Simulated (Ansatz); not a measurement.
# CH6BrN: the cost of one run

Computed with Ansatz 0.2.0, Gaussian basis. Level: RKS PBE-D4/def2-SVP.

Levels: PBE-D4, revPBE-D4, BLYP-D4, r2SCAN-D4, B97M-V, PBE0-D4, B3LYP-D4, HSE06-D4, wB97X-V, wB97M-V, B2PLYP, Hartree-Fock, MP2, CCSD, CCSD(T). The reference is CCSD(T) extrapolated to the basis limit. For elements past Ar these valence bases correlate outer-core shells poorly and lack relativity, so that limit is rough.

Cores are frozen in the correlated methods. Filled d shells of the heavier atoms are correlated. B3LYP uses VWN-RPA correlation. B2PLYP carries no dispersion term here.

176 further runs of the same task are left out: 176 set aside as unsound or not needed. Runs told in other sessions of the task aren't counted.

### Step 1. Starting geometry

The pair, from a GFN2-xTB docking trial: 9 atoms, charge 0, spin multiplicity 1.

Atoms are counted from 1 here; the program's logs count them from 0.

Bond lengths: Br1–H2 1.473 Å, C3–N4 1.461 Å, C3–H5 1.095 Å, C3–H6 1.089 Å, C3–H7 1.089 Å, N4–H8 1.015 Å, N4–H9 1.016 Å. Angles: N4–C3–H5 113.1°, N4–C3–H6 108.7°, N4–C3–H7 108.9°, H5–C3–H6 108.7°, H5–C3–H7 108.7°, H6–C3–H7 108.7°, C3–N4–H8 110.1°, C3–N4–H9 110.5°, H8–N4–H9 107.9°.

As a file:

```xyz
9

Br   -0.4251   -0.1396   -3.0664
H    -0.1613   -0.2106   -1.6189
C     0.1611    0.5634    0.9277
N    -0.0193   -0.5500   -0.0006
H     0.1410    0.2554    1.9781
H    -0.6349    1.2882    0.7616
H     1.1171    1.0423    0.7231
H    -0.9023   -1.0163    0.1804
H     0.7238   -1.2328    0.1150
```

Atoms 1 to 2 are fragment A (HBr), the rest fragment B (CH5N).

### Step 2. A first relaxation in a small basis

Contents of pre/in.yaml:

```yaml
crystal:
  periodic: [false, false, false]
  atoms:
    - {symbol: Br, position_ang: [-0.425100, -0.139600, -3.066400]}
    - {symbol: H, position_ang: [-0.161300, -0.210600, -1.618900]}
    - {symbol: C, position_ang: [0.161100, 0.563400, 0.927700]}
    - {symbol: N, position_ang: [-0.019300, -0.550000, -0.000600]}
    - {symbol: H, position_ang: [0.141000, 0.255400, 1.978100]}
    - {symbol: H, position_ang: [-0.634900, 1.288200, 0.761600]}
    - {symbol: H, position_ang: [1.117100, 1.042300, 0.723100]}
    - {symbol: H, position_ang: [-0.902300, -1.016300, 0.180400]}
    - {symbol: H, position_ang: [0.723800, -1.232800, 0.115000]}
basis:
  gaussian: {orbitals: def2-SVP}
hamiltonian: {xc: pbe, dispersion: d4}
relax: {f_tol: 0.03, max_steps: 250}
```

Launch:

```
$ ansatz run in.yaml --threads 4 --pin off --events-out ev --progress --plain --max-ram 9574MiB
```

**Question.** How long does this run take on 4 threads of Arm Neoverse V1, shared host?

About 8 s.
